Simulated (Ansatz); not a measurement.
**B3Br4: what a guessed cell relaxes into**

Where does this trial cell of B3Br4 go when cell and atoms are let free?

Computed with Ansatz 0.2.0 (DFT PBE+D3(BJ), scalar-relativistic, plane waves, PAW, unless a step's input says otherwise).

**1. Starting point**

It takes space group P-3m1 (No. 164, trigonal). Conventional cell: a = 3.483 Å, b = 3.483 Å, c = 12.500 Å, α = 90.00°, β = 90.00°, γ = 120.00°. B (site symmetry 3m) has 6 Br at 2.47 Å in its first shell of neighbours. B (site symmetry -3m) has 6 Br at 2.47 Å in its first shell of neighbours. Br (site symmetry 3m) is surrounded by 3 B at 2.47 Å. Around Br (site symmetry 3m) lie 6 B at 2.47 Å.

Structure file:

```xyz
7
Lattice="3.4834 0.0000 0.0000 -1.7417 3.0167 0.0000 0.0000 0.0000 12.5005" Properties=species:S:1:pos:R:3 pbc="T T T"
B     0.0000    0.0000    9.6309
B     0.0000    0.0000    0.0000
B     0.0000    0.0000    2.8696
Br    0.0000    2.0111    8.1961
Br    1.7417    1.0056   11.0657
Br    0.0000    2.0111    1.4348
Br    1.7417    1.0056    4.3044
```

A structure generator made this guess: close-packed anion layers stacked ABAB|A, with sites between them filled layer by layer (P-3m1, No. 164). The dimensions are guesses.

**2. Probe: one point on a coarse mesh**

File input.yaml:

```yaml
crystal:
  lattice:
    - [3.4833999, 0.0, 0.0]
    - [-1.74169995, 3.0167128, 0.0]
    - [0.0, 0.0, 12.5004869]
  atoms:
    - { symbol: B, position: [0.0, 0.0, 0.7704404] }
    - { symbol: B, position: [0.0, 0.0, 0.0] }
    - { symbol: B, position: [0.0, 0.0, 0.2295596] }
    - { symbol: Br, position: [0.33333333, 0.66666667, 0.6556606] }
    - { symbol: Br, position: [0.66666667, 0.33333333, 0.8852202] }
    - { symbol: Br, position: [0.33333333, 0.66666667, 0.1147798] }
    - { symbol: Br, position: [0.66666667, 0.33333333, 0.3443394] }
basis:
  ecutwfc: 420
kpoints:
  mp_grid: { grid: [6, 6, 2] }
hamiltonian:
  xc: pbe
  dispersion: d3bj
scf:
  occupations: { method: gaussian, width: 0.1 }
  lower_state_search: "off"
output:
  forces: true
  stress: true
  eigenvalues: true
```

Run with:

```
$ ansatz run input.yaml --threads 1 --pin off --max-ram 2560MiB --backend cpu --events-out ev --progress --plain --runs-dir out
```

Further runs follow: a loose first relaxation; final relaxation.

Q: Predict the outcome of this session. Wanted: conventional cell; volume; energy over the elements; gap on the mesh.

The runs gave:

```
                              quantity                                                                        value
symmetry at the end (tolerance 0.05 Å)                                                  space group P-3m1 (No. 164)
                     conventional cell  a = 3.434 Å, b = 3.434 Å, c = 14.189 Å, α = 90.00°, β = 90.00°, γ = 120.00°
                                volume                                                                20.70 Å³/atom
              energy over the elements                                                                +1.15 eV/atom
                       gap on the mesh                                                                 none (metal)
```

The space group P-3m1 (No. 164) is kept, and the volume per atom grows by 10.3 % from the first guess. With a positive formation energy it can't be a ground state. No finished test with a distortion of lower symmetry is shown, so the end may be a saddle point. Near these geometries the D3 coefficients change with coordination, as the log warns; steps in energy, slope or pressure can stem from that. The final runs have no spin polarisation, so a magnetic state may lie lower.
